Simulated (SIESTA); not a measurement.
InAg3:

```
CELL_PARAMETERS angstrom
3.08552 0.00000 0.00000
-1.54276 2.67214 0.00000
0.00000 0.00000 9.47326
ATOMIC_POSITIONS crystal
In 0.00000 0.00000 0.00000
Ag 0.33333 0.66667 0.74681
Ag 0.33333 0.66667 0.25320
Ag 0.00000 0.00000 0.50000
```

The cell comes from a database or a generator and needn't be the stable form of this composition.

| Property | Result |
| --- | --- |
| Program | SIESTA 5.4.2 |
| Task | single point |
| Functional | PBEsol |
| Potentials or basis | PseudoDojo 0.4 standard (PBEsol files) |
| Basis | DZP (energy shift 0.003 Ry; two zetas on semicore shells) |
| Grid cutoff | 800 Ry |
| Energy shift | 0.003 Ry |
| k mesh | 10 × 10 × 3 |
| Occupations | fermi-dirac, width 0.05 eV |
| Spin | no spin polarisation |

On this cell: pressure -6.1 GPa; largest force 0.238 eV/Å; band gap on the k mesh none (metal or under the smearing width).

The same run follows on a disturbed copy (atoms moved at random, drawn with an rms of 0.05 Å):

```
In Ag
1.0
     3.08552    0.00000    0.00000
    -1.54276    2.67214    0.00000
     0.00000    0.00000    9.47326
In Ag
1 3
Direct
  0.99170 0.98462 0.99823
  0.34662 0.68250 0.75107
  0.31365 0.65514 0.25196
  0.00615 0.99416 0.49652
```

What changes?

The energy (extrapolated to zero smearing) moves by +6.8 meV/atom; pressure -6.0 GPa; largest force 0.538 eV/Å; band gap on the k mesh none (metal or under the smearing width).

Forces on the atoms (eV/Å):
```
In  -0.004  0.048  0.176
Ag  -0.010 -0.068 -0.534
Ag   0.062  0.005  0.166
Ag  -0.047  0.015  0.191
```

Stress tensor (GPa, compression positive):
```
-6.07 -0.11 -0.01
-0.11 -6.21  0.05
-0.01  0.05 -5.73
```

Caveats: short orbitals over semicore shells can move pressures by several GPa; the basis of atomic orbitals isn't converged, which shifts pressures, moduli and gaps.
